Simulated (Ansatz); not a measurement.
# SiNi: the cost of one run

Method: DFT PBEsol, scalar-relativistic, plane waves, PAW, in Ansatz 0.2.0.

1 further run of the same task is left out (set aside as unsound or not needed).

### 1 Starting point

Symmetry: Pnma, No. 62, orthorhombic system. The conventional cell has a = 5.088 Å, b = 3.358 Å, c = 5.528 Å, α = 90.00°, β = 90.00°, γ = 90.00°. Around Si (site symmetry m) lie 6 Ni at 2.26 to 2.38 Å. Ni (site symmetry m) has 6 Si at 2.26 to 2.38 Å as nearest neighbours.

As a file:

```cif
data_structure
_symmetry_space_group_name_H-M 'P 1'
_symmetry_Int_Tables_number 1
_cell_length_a 5.0878
_cell_length_b 3.3578
_cell_length_c 5.5278
_cell_angle_alpha 90.000
_cell_angle_beta 90.000
_cell_angle_gamma 90.000
_cell_volume 94.44
loop_
_atom_site_label
_atom_site_type_symbol
_atom_site_fract_x
_atom_site_fract_y
_atom_site_fract_z
_atom_site_occupancy
Si1 Si 0.32143 0.75000 0.08656 1
Si2 Si 0.17857 0.25000 0.58656 1
Si3 Si 0.82143 0.75000 0.41344 1
Si4 Si 0.67857 0.25000 0.91344 1
Ni1 Ni 0.00930 0.25000 0.18739 1
Ni2 Ni 0.49070 0.75000 0.68739 1
Ni3 Ni 0.50930 0.25000 0.31261 1
Ni4 Ni 0.99070 0.75000 0.81261 1
```

This cell was relaxed beforehand with the same method: volume 11.80 Å³/atom, gap on the mesh none (metal).

### 2 Bulk reference on the slab's mesh

Contents of input.yaml:

```yaml
crystal:
  lattice:
    - [5.0878282948, 0.0, 0.0]
    - [0.0, 5.5278301827, 0.0]
    - [0.0, 0.0, 3.3577714925]
  atoms:
    - { symbol: Si, position: [0.678572335, 0.0865554847, 0.75] }
    - { symbol: Si, position: [0.821427665, 0.5865554847, 0.25] }
    - { symbol: Si, position: [0.178572335, 0.4134445153, 0.75] }
    - { symbol: Si, position: [0.321427665, 0.9134445153, 0.25] }
    - { symbol: Ni, position: [0.9906992727, 0.1873863667, 0.25] }
    - { symbol: Ni, position: [0.5093007273, 0.6873863667, 0.75] }
    - { symbol: Ni, position: [0.4906992727, 0.3126136333, 0.25] }
    - { symbol: Ni, position: [0.0093007273, 0.8126136333, 0.75] }
basis:
  ecutwfc: 420
kpoints:
  mp_grid: { grid: [7, 6, 10] }
hamiltonian:
  xc: pbesol
scf:
  occupations: { method: gaussian, width: 0.1 }
output:
  forces: true
  stress: true
  eigenvalues: true
```

Launch:

```bash
$ ansatz run input.yaml --threads 4 --pin off --max-ram 10240MiB --backend cpu --events-out ev --progress --plain --runs-dir out
```

**Question.** How long does this run take on 4 threads of Intel Xeon at 2.10GHz (Emerald Rapids), shared host, and how much memory does it need?

About 10 s, with a peak of 0.69 GiB.
